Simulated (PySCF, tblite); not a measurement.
# BH₅O₃Si₂ (triplet), a small gas-phase stand-in for a defect centre: EPR parameters

What EPR parameters should one expect for `OB(O)O[Si][SiH3]`? It is drawn as: twofold Si.

Computed with tblite 0.8.0 and PySCF 2.14.0; each step states its level. No surroundings beyond the atoms listed, unless a continuum is named. Atoms count from 0, parts from 1.

## 1. The system as given

11 atoms, charge 0, multiplicity 3; geometry: distance geometry start.

## 2. Geometry optimisation with GFN2-xTB

What the job is given:

```
{"job": {"kind": "relax", "xc": "GFN2-xTB", "basis": "xTB"}, "charge": 0, "multiplicity": 3}
Si    -0.363304    -0.394524     0.741418
Si    -2.486271    -0.131292     0.071508
O      0.683398    -0.898323    -0.503892
B      1.764527     0.091537    -0.531495
O      1.384178     1.426994    -0.104986
O      3.172236    -0.358503    -0.412028
H     -3.314207    -0.815408     1.071462
H     -2.836138     1.299980    -0.002889
H     -2.723293    -0.666866    -1.267650
H      1.452560     1.551896     0.863283
H      3.234600    -1.067351     0.281003
```

Level: GFN2-xTB geometry optimisation, gas phase.

The run is started by

```
> OMP_NUM_THREADS=1 python cluster_run.py task.json out
```

The driver reads the jobs from task.json and runs them one after another.

**Question.** The jobs that follow are: PBE0-D3(BJ)/def2-SVP geometry optimisation, gas phase; UKS B3LYP, IGLO-III on B O Si, pcH-1 on H, non-relativistic, mean-field spin-orbit, GIAO; UKS BHandHLYP, IGLO-III on B O Si, pcH-1 on H, non-relativistic, mean-field spin-orbit, GIAO. Predict: point group; rotational constants (main isotopes); D, E (B3LYP); g(iso) (B3LYP); ⟨S²⟩; largest a(iso) (averaged by class).

The runs gave:

| quantity | value |
| --- | --- |
| point group | Cs |
| rotational constants (main isotopes) | 4.47, 1.34, 1.04 GHz |
| D, E (B3LYP) | -0.847, -0.015 cm⁻¹ |
| g(iso) (B3LYP) | 2.00181 |
| ⟨S²⟩ | 2.003 (exact 2.00) |
| largest a(iso) (averaged by class) | 29Si on Si0, -395.3 MHz |

What this shows: The start of the PBE0/def2-SVP relaxation was shaken at random by about 0.01 Å, so part of the energy gained, and of the first lengths quoted, undoes that. Relaxing lowered the energy by 0.225 eV in 7 steps; the close pair that moved most is Si0–O2, from 1.632 to 1.687 Å (PBE0/def2-SVP). Most of the unpaired spin sits on Si0 (1.66 e). The isotropic g lies 0.5 ppt below the free-electron value. The coupling of 29Si on Si0 runs from -422.1 (BHandHLYP/IGLO-III+pcH-1) to -395.3 MHz (B3LYP/IGLO-III+pcH-1). The triplet was assumed; the singlet may lie lower. A capped cluster stands for the solid here, so long-range fields and strain are missing, and bands or shifts of the capping hydrogens have no counterpart in it.
